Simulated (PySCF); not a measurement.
# H12O6Rh ([Rh(H2O)6]3+): the cost of one run

Computed with PySCF 2.14.0 and routines of our own; the level stands in each step. Atoms count from 0.

## 1. The starting structure

19 atoms, charge 3, multiplicity 1; geometry from: GFN2-xTB.

## 2. Geometry optimisation at PBE0-D3(BJ)/def2-SVP

The job: settings as JSON, then the geometry in Å.

```
{"job": {"xc": "PBE0", "basis": "def2-SVP", "d3": "d3bj", "grid": 1, "maxiter": 30, "kind": "geom"}, "charge": 3, "multiplicity": 1}
Rh    -0.018650    -0.006080     0.009600
O     -0.055030     0.101630     2.039440
H     -0.200330     0.985710     2.418690
H      0.643620    -0.325020     2.562720
O     -0.143230    -0.176800    -2.029520
H      0.029170    -1.045440    -2.429320
H      0.117700     0.510120    -2.661700
O      2.034840    -0.028640     0.062720
H      2.502560     0.630600     0.602680
H      2.557790    -0.153320    -0.746300
O     -2.050350     0.057890    -0.002750
H     -2.550700    -0.256480     0.769240
H     -2.503250    -0.247380    -0.807470
O     -0.126670     2.034940     0.031260
H     -1.031720     2.390060    -0.025290
H      0.437360     2.598590    -0.523030
O      0.072170    -2.048060     0.016420
H     -0.631920    -2.562050     0.445920
H      0.916630    -2.460280     0.266680
```

Launch:

```bash
OMP_NUM_THREADS=1 python heavy_run.py task.json out
```

The driver reads the jobs from task.json and runs them one after another.

Q: Estimate the wall time and peak memory of this first job on 1 thread of Arm Neoverse V1, shared host.

About 5.8 min, with a peak of 0.75 GiB.
